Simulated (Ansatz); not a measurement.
# BClH4NO: the cost of one run

All numbers below are computed with Ansatz 0.2.0 (UKS B3LYP/def2-SVP).

**1. The system as given**

Bond lengths: B1–Cl3 1.860 Å, B1–N4 1.550 Å, N4–H5 1.060 Å, N4–H6 1.060 Å, O7–H8 1.010 Å. Angles: Cl3–B1–N4 120.0°, B1–N4–H5 120.0°, B1–N4–H6 120.0°, H5–N4–H6 120.0°.

Coordinates:

```xyz
8

B     0.0000    0.0000    0.0000
H     0.0000    0.0000    1.4400
Cl    1.6108    0.0000   -0.9300
N    -1.3423    0.0000   -0.7750
H    -2.0112   -0.8164   -0.6764
H    -1.5914    0.8164   -1.4036
O     0.0000    0.0000    2.7500
H    -0.5144   -0.8011    3.0871
```

**2. A restrained relaxation towards end A**

Springs on the bonds that form and break draw the guess towards this end; the thresholds are loose.

Input file input.yaml:

```yaml
crystal:
  periodic: [false, false, false]
  atoms:
    - { symbol: B, position_ang: [0.0, 0.0, 0.0] }
    - { symbol: H, position_ang: [0.0, 0.0, 1.44] }
    - { symbol: Cl, position_ang: [1.6108, 0.0, -0.93] }
    - { symbol: "N", position_ang: [-1.3423, 0.0, -0.775] }
    - { symbol: H, position_ang: [-2.0112, -0.8164, -0.6764] }
    - { symbol: H, position_ang: [-1.5914, 0.8164, -1.4036] }
    - { symbol: O, position_ang: [0.0, 0.0, 2.75] }
    - { symbol: H, position_ang: [-0.5144, -0.8011, 3.0871] }
magnetization:
  spin_polarized: true
  initial_magnetization: 1
basis:
  gaussian: { orbitals: def2-SVP }
hamiltonian:
  xc: b3lyp
relax:
  f_tol: 0.15
  max_steps: 25
  restrain:
    - { distance: [1, 6], at: 2.21, k: 30.0 }
    - { distance: [0, 1], at: 1.19, k: 30.0 }
```

The run is started by

```console
> ansatz run input.yaml --threads 2 --pin off --max-ram 3072MiB --backend cpu --events-out ev --progress --plain --runs-dir out
```

What time and memory should one allow on 2 threads of Arm Neoverse V1, shared host?

About 89 s, with a peak of 0.21 GiB.
